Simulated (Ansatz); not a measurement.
# C₃H₆BF: a ladder of functionals and wavefunction methods

An exercise on one series of results from a longer session: the logs are not shown, and one member is left open.

Method: functionals in def2-TZVPP, the program's frozen cores in correlated methods; program: Ansatz 0.2.0, Gaussian basis.

The runs, in order: PBE-D4, r2SCAN-D4, PBE0-D4, B3LYP-D4, ωB97X-V, ωB97M-V, B2PLYP; CCSD(T)/def2-TZVPP; MP2/def2-QZVPP; extrapolation to the limit.

**The relaxed structure**

The geometry comes from an earlier relaxation with PBE0-D4 in a triple-zeta def2 set; it is a stationary point, not always the lowest conformer.

11 atoms, charge 0, spin multiplicity 1.

Atoms are counted from 1 here; the program's logs count them from 0.

Bond lengths: C1–C2 1.504 Å, C1–H6 1.092 Å, C1–H7 1.092 Å, C1–H8 1.093 Å, C2–B3 1.531 Å, C2–C4 1.510 Å, C2–H9 1.104 Å, B3–C4 1.523 Å, B3–H10 1.184 Å, C4–F5 1.376 Å, C4–H11 1.091 Å. Angles: C2–C1–H6 111.2°, C2–C1–H7 110.3°, C2–C1–H8 111.5°, H6–C1–H7 107.7°, H6–C1–H8 108.2°, H7–C1–H8 107.8°, C1–C2–B3 139.1°, C1–C2–C4 123.2°, C1–C2–H9 113.5°, B3–C2–C4 60.1°, B3–C2–H9 98.3°, C4–C2–H9 112.1°, C2–B3–C4 59.3°, C2–B3–H10 145.9°, C4–B3–H10 151.5°, C2–C4–B3 60.6°, C2–C4–F5 121.9°, C2–C4–H11 111.4° and more.

The first run:

File in.yaml:

```yaml
crystal:
  periodic: [false, false, false]
  atoms:
    - {symbol: C, position_ang: [-1.286981, 0.106971, 0.678373]}
    - {symbol: C, position_ang: [-0.007314, 0.383639, -0.061645]}
    - {symbol: B, position_ang: [1.503637, 0.282005, 0.160516]}
    - {symbol: C, position_ang: [0.787337, -0.688297, -0.769233]}
    - {symbol: F, position_ang: [0.899590, -0.725622, -2.140186]}
    - {symbol: H, position_ang: [-1.501048, 0.893730, 1.405254]}
    - {symbol: H, position_ang: [-1.214169, -0.837146, 1.222726]}
    - {symbol: H, position_ang: [-2.136220, 0.033808, -0.005279]}
    - {symbol: H, position_ang: [-0.022379, 1.332003, -0.626747]}
    - {symbol: H, position_ang: [2.480548, 0.840890, 0.528503]}
    - {symbol: H, position_ang: [0.562499, -1.679082, -0.371683]}
basis:
  gaussian: {orbitals: def2-TZVPP}
hamiltonian: {xc: pbe, dispersion: d4}
output: {forces: true, orbitals: {seedname: orbitals}}
```

Command:

```console
> ansatz run in.yaml --threads 4 --pin off --events-out ev --progress --plain --max-ram 10444MiB
```

Among the steps run: PBE-D4 (GGA); r2SCAN-D4 (meta-GGA); PBE0-D4 (hybrid); B3LYP-D4 (hybrid); ωB97X-V (range-separated); ωB97M-V (range-separated); B2PLYP (double hybrid); CCSD(T) in def2-TZVPP; MP2 in def2-QZVPP.

One table of the session follows, with a row left open; its other results are not shown here.

| method | atomisation energy (kcal/mol) |
| --- | --- |
| PBE-D4 | 1054.7 |
| r2SCAN-D4 | 1032.1 |
| PBE0-D4 | 1036.6 |
| B3LYP-D4 | 1025.9 |
| ωB97X-V | 1027.6 |
| ωB97M-V | 1029.4 |
| B2PLYP | 1015.6 |
| HF/def2-TZVPP | 761.1 |
| MP2/def2-TZVPP | 1017.2 |
| CCSD/def2-TZVPP | 981.9 |
| CCSD(T)/def2-TZVPP | 996.4 |
| MP2/CBS | ? |
| CCSD(T)/CBS | 1019.8 |

**Question.** Estimate the row for MP2/CBS.

The run gave: atomisation energy (kcal/mol): 1040.6. In the column «atomisation energy (kcal/mol)» it lies between PBE0-D4 (1036.6) and PBE-D4 (1054.7).
